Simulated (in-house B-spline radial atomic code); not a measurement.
**Excited states and polarisability of Te⁴⁰⁺ by several methods**

One table from this session's results is given with a row withheld; the runs are named, their logs left out.

Method: linear response of a closed shell, each method with its own adiabatic kernel; spin-free one-electron X2C, finite nucleus; B-spline basis; no spin-orbit coupling, no double excitations; only terms of natural parity, (−1)^L, with L up to 3 are computed. Code: in-house B-spline radial atomic code version 1.

### The system

| Quantity | Value |
| --- | --- |
| element | tellurium (Z = 52) |
| charge | +40 |
| configuration | [Ne] 3s2 |
| runs | TDHF; PBE; exchange-only LDA; BSE on G0W0@HF; CAM-B3LYP; BP86 |

The outer shells:

Te⁴⁰⁺
```
[Ne] core
3s [↑↓]
```

The first run:

Settings of the run:

```ini
Z = 52
electrons = 12.0
configuration = [Ne] 3s2
hamiltonian = x2c
method = hf
box_radius = 3.19
rms_radius = 4.7423
intervals = 64
```

Command:

```console
> python run_td.py task.json out
```

The settings of every run stand in task.json; they run in order.

Among the steps run: TDHF.

One of the session's tables, all rows but one given; the rest of the session is left out.

It belongs to the step «TDHF». The states in eV; those that feel the box are left out:

```
   state  full (eV)  Tamm-Dancoff (eV)
3s→3p ³P     125.65             127.07
3s→3p ¹P     162.80             164.13
3s→3d ³D     298.09             298.21
3s→3d ¹D     311.95             312.05
3s→4s ³S          ?                  ?
3s→4s ¹S     1363.6             1363.7
3s→4p ³P     1417.1             1417.1
3s→4p ¹P     1420.5             1420.6
3s→4d ³D     1480.0             1480.0
3s→4d ¹D     1482.5             1482.5
3s→4f ³F     1513.4             1513.4
3s→4f ¹F     1519.6             1519.6
3s→5s ³S     1955.4             1955.4
3s→5s ¹S     1958.6             1958.6
```

**Question.** Estimate the row for 3s→4s ³S.

**Answer.** full (eV): 1354.3; Tamm-Dancoff (eV): 1354.3. In the column «full (eV)» it lies between 3s→3d ¹D (311.95) and 3s→4s ¹S (1363.6).
